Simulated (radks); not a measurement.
# Excited configurations of Nd⁵⁵⁺

Aim: excitation energies and quantum defects of the outer electron of Nd⁵⁵⁺, by total-energy differences.

Method: scalar-relativistic Kohn-Sham, LDA (Slater exchange, Perdew-Wang correlation), spin-polarised, spherical densities, finite nucleus; open shells are filled with parallel spins first. Code: radks (a radial shooting solver on a logarithmic mesh, Libxc functionals) version 1.

**1. The system**

| Quantity | Value |
| --- | --- |
| element | neodymium (Z = 60) |
| charge | +55 |
| electrons | 5 |
| configuration | [He] 2s2 2p1 |
| nuclear rms radius | 4.9123 fm |

Outer shells as boxes (Hund's rule):

Nd⁵⁵⁺
```
[He] core
2s [↑↓]
2p [↑ ][  ][  ]
```

**2. Ground configuration: [He] 2s2 2p1**

Settings of this run:

```text
Z 60
configuration [He] 2s2 2p1
relativity scalar-relativistic
functional lda,pw
spin polarised
nucleus finite rms 4.9123 fm
c 137.035999084
```

**3. The ion: [He] 2s2**

Input: that of step 2 with these lines changed.

```diff
@@ -1,3 +1,3 @@
 Z 60
-configuration [He] 2s2 2p1
+configuration [He] 2s2
 relativity scalar-relativistic
```

**4. Outer electron in 3s: [He] 2s2 3s1**

Input: that of step 3 with these lines changed.

```diff
@@ -1,3 +1,3 @@
 Z 60
-configuration [He] 2s2
+configuration [He] 2s2 3s1
 relativity scalar-relativistic
```

**5. Outer electron in 4s: [He] 2s2 4s1**

Input: that of step 4 with these lines changed.

```diff
@@ -1,3 +1,3 @@
 Z 60
-configuration [He] 2s2 3s1
+configuration [He] 2s2 4s1
 relativity scalar-relativistic
```

**6. Outer electron in 4d: [He] 2s2 4d1**

Input: that of step 5 with these lines changed.

```diff
@@ -1,3 +1,3 @@
 Z 60
-configuration [He] 2s2 4s1
+configuration [He] 2s2 4d1
 relativity scalar-relativistic
```

**7. Outer electron in 5s: [He] 2s2 5s1**

Input: that of step 6 with these lines changed.

```diff
@@ -1,3 +1,3 @@
 Z 60
-configuration [He] 2s2 4d1
+configuration [He] 2s2 5s1
 relativity scalar-relativistic
```

**8. Outer electron in 5f: [He] 2s2 5f1**

Input: that of step 7 with these lines changed.

```diff
@@ -1,3 +1,3 @@
 Z 60
-configuration [He] 2s2 5s1
+configuration [He] 2s2 5f1
 relativity scalar-relativistic
```

**9. Outer electron in 6p: [He] 2s2 6p1**

Input: that of step 8 with these lines changed.

```diff
@@ -1,3 +1,3 @@
 Z 60
-configuration [He] 2s2 5f1
+configuration [He] 2s2 6p1
 relativity scalar-relativistic
```

**10. Outer electron in 6d: [He] 2s2 6d1**

Input: that of step 9 with these lines changed.

```diff
@@ -1,3 +1,3 @@
 Z 60
-configuration [He] 2s2 6p1
+configuration [He] 2s2 6d1
 relativity scalar-relativistic
```

**11. Outer electron in 7p: [He] 2s2 7p1**

Input: that of step 10 with these lines changed.

```diff
@@ -1,3 +1,3 @@
 Z 60
-configuration [He] 2s2 6d1
+configuration [He] 2s2 7p1
 relativity scalar-relativistic
```

**12. Outer electron in 7d: [He] 2s2 7d1**

Input: that of step 11 with these lines changed.

```diff
@@ -1,3 +1,3 @@
 Z 60
-configuration [He] 2s2 7p1
+configuration [He] 2s2 7d1
 relativity scalar-relativistic
```

What does the calculation give? Wanted: for each run, outer orbital; excitation; binding; n*; quantum defect; <r>.

The runs gave:

| outer orbital | excitation (eV) | binding (eV) | n* | quantum defect | <r> (bohr) |
| --- | --- | --- | --- | --- | --- |
| 3s | 6166.2 | 5126.9 | 2.885 | 0.115 | 0.2228 |
| 4s | 8456.6 | 2836.4 | 3.878 | 0.122 | 0.4028 |
| 4d | 8582.5 | 2710.5 | 3.968 | 0.032 | 0.3679 |
| 5s | 9497.1 | 1795.9 | 4.874 | 0.126 | 0.6363 |
| 5f | 9575.2 | 1717.9 | 4.984 | 0.016 | 0.5576 |
| 6p | 10076.1 | 1216.9 | 5.921 | 0.079 | 0.9214 |
| 6d | 10091.5 | 1201.5 | 5.959 | 0.041 | 0.8977 |
| 7p | 10401.6 | 891.38 | 6.919 | 0.081 | 1.265 |
| 7d | 10411.2 | 881.79 | 6.956 | 0.044 | 1.243 |

What this shows: Binding is E(ion) − E, and n* = 56/√(2·binding) in atomic units. The Δ-SCF energy to the ion that was run is 11293.0 eV (NIST's first ionisation energy, to the ion's ground state: 11694 eV, theoretical). Mean quantum defects: s 0.12, d 0.04, f 0.02, p 0.08. At this charge relativity makes much of them. Self-interaction in the functional shifts them, so they are the method's values and not measured ones. Open shells are spherical and high-spin; term and fine-structure splittings are not resolved. Spin-orbit splitting is averaged out at the scalar-relativistic level.
